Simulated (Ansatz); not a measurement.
# ClH3SbSi: the cost of one run

Method: the settings change from run to run; program: Ansatz 0.2.0, Gaussian basis.

### Step 1. The molecule

The geometry comes from an earlier relaxation with PBE0-D4 in a triple-zeta def2 set; it is a stationary point. Sb takes a core potential in def2 sets; no spin-orbit term is included.

SMILES `[SiH3][Sb][Cl]`, 6 atoms, charge 0, spin multiplicity 2.

Atoms are counted from 1 here; the program's logs count them from 0.

Bond lengths: Si1–Sb2 2.577 Å, Si1–H4 1.486 Å, Si1–H5 1.486 Å, Si1–H6 1.489 Å, Sb2–Cl3 2.359 Å. Angles: Sb2–Si1–H4 109.8°, Sb2–Si1–H5 109.7°, Sb2–Si1–H6 108.8°, H4–Si1–H5 109.6°, H4–Si1–H6 109.4°, H5–Si1–H6 109.5°, Si1–Sb2–Cl3 91.8°.

### Step 2. BHLYP/def2-TZVPD

Set apart from the defaults: multiplicity 4, density fitting with def2-universal-jkfit, D3(BJ) with three-body dispersion, the search for lower states set to full.

in.yaml

```yaml
crystal:
  periodic: [false, false, false]
  atoms:
    - {symbol: Si, position_ang: [-0.560927, 0.386973, -0.252712]}
    - {symbol: Sb, position_ang: [1.787927, 0.351657, 0.807645]}
    - {symbol: Cl, position_ang: [1.850233, -2.005800, 0.766634]}
    - {symbol: H, position_ang: [-0.519272, -0.264600, -1.587359]}
    - {symbol: H, position_ang: [-1.518576, -0.334282, 0.624903]}
    - {symbol: H, position_ang: [-0.997385, 1.802153, -0.405410]}
basis:
  gaussian: {orbitals: def2-TZVPD, fitting: {mean_field: def2-universal-jkfit}}
magnetization: {spin_polarized: true, initial_magnetization: 3}
hamiltonian: {xc: {name: BHLYP}, dispersion: d3bjatm}
scf: {lower_state_search: full}
```

Started as:

```sh
> ansatz run in.yaml --threads 4 --pin off --events-out ev --progress --plain --max-ram 10444MiB
```

Q: Estimate wall time and peak memory on 4 threads of Arm Neoverse V1, shared host.

About 20 s, with a peak of 0.45 GiB.
